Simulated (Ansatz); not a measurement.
**SiCl₂F− (SMILES F[Si-](Cl)Cl): a rigid scan of the bond length Si2–Cl3**

An exercise on one series of results from a longer session: the logs are not shown, and one member is left open.

Method: single points in def2-TZVPPD; program: Ansatz 0.2.0, Gaussian basis.

Levels: PBE-D4, r2SCAN-D4, PBE0-D4, B3LYP-D4, wB97M-V, Hartree-Fock, MP2, CCSD, CCSD(T). The scan takes 1.821, 1.915, 2.052, 2.212, 2.389, 2.580, 2.783, 2.997, 3.220 Å.

Cores are frozen in the correlated methods. B3LYP uses VWN-RPA correlation.

18 further runs of the same task are left out: 18 set aside as unsound or not needed.

## The system as given

SMILES `F[Si-](Cl)Cl`, 4 atoms, charge -1, spin multiplicity 1.

Atoms are counted from 1 here; the program's logs count them from 0.

Bond lengths: F1–Si2 1.658 Å, Si2–Cl3 2.204 Å, Si2–Cl4 2.204 Å. Angles: F1–Si2–Cl3 94.8°, F1–Si2–Cl4 94.8°, Cl3–Si2–Cl4 99.3°.

Geometry (Å):

```
F     1.1535   -0.3020    0.9289
Si    0.1630   -0.6767   -0.3474
Cl   -1.7077   -0.3002    0.7558
Cl    0.3912    1.2789   -1.3373
```

The first run:

relax/in.yaml

```yaml
crystal:
  periodic: [false, false, false]
  atoms:
    - {symbol: F, position_ang: [1.153510, -0.302050, 0.928870]}
    - {symbol: Si, position_ang: [0.162970, -0.676690, -0.347370]}
    - {symbol: Cl, position_ang: [-1.707720, -0.300170, 0.755790]}
    - {symbol: Cl, position_ang: [0.391240, 1.278910, -1.337290]}
basis:
  gaussian: {orbitals: def2-TZVPD}
total_charge: -1
hamiltonian: {xc: pbe0, dispersion: d4}
relax: {f_tol: 0.005, max_steps: 200}
```

No record of the launch command was kept for these runs.

Among the steps run: Relaxation at PBE0-D4; The minimum at every level; Si2–Cl3 = 1.821 Å; Si2–Cl3 = 1.915 Å; Si2–Cl3 = 2.052 Å; Si2–Cl3 = 2.212 Å; Si2–Cl3 = 2.389 Å; Si2–Cl3 = 2.580 Å; Si2–Cl3 = 2.783 Å; Si2–Cl3 = 2.997 Å; Si2–Cl3 = 3.220 Å.

One of the session's tables, all rows but one given; the rest of the session is left out.

It belongs to the step «The curves». Energies less that of the minimum at the same level (kcal/mol):

| bond length (Å) | PBE-D4 | PBE0-D4 | B3LYP-D4 | wB97M-V | Hartree-Fock |
| --- | --- | --- | --- | --- | --- |
| 1.821 | 32.2 | 30.0 | 32.3 | 31.0 | 31.9 |
| 1.915 | 16.4 | 14.6 | 16.5 | 15.3 | 15.7 |
| 2.052 | ? | ? | ? | ? | ? |
| 2.212 | 0.1 | 0.0 | 0.1 | 0.0 | 0.0 |
| 2.221 (minimum) | 0.0 | 0.0 | 0.0 | 0.0 | 0.0 |
| 2.389 | 1.1 | 2.0 | 1.0 | 1.7 | 1.9 |
| 2.580 | 5.1 | 7.0 | 5.0 | 6.5 | 6.5 |
| 2.783 | 10.6 | 13.3 | 10.3 | 12.4 | 12.1 |
| 2.997 | 16.4 | 19.6 | 15.9 | 18.4 | 17.6 |
| 3.220 | 21.8 | 25.5 | 21.1 | 24.0 | 22.4 |

Q: Estimate the row for bond length (Å) = 2.052 from the others.

Worked estimate for «PBE-D4». A straight line through the neighbours (1.915, 16.4) and (2.212, 0.1) gives 16.4 + (0.1 − 16.4) × (2.052 − 1.915) / (2.212 − 1.915) = 8.9; a parabola fitted to 4 rows on both sides gives 5.6.

**Answer.** PBE-D4: 4.5; PBE0-D4: 3.5; B3LYP-D4: 4.5; wB97M-V: 3.8; Hartree-Fock: 3.8. In «PBE-D4» the line misses by +4.4 and the parabola by +1.1.
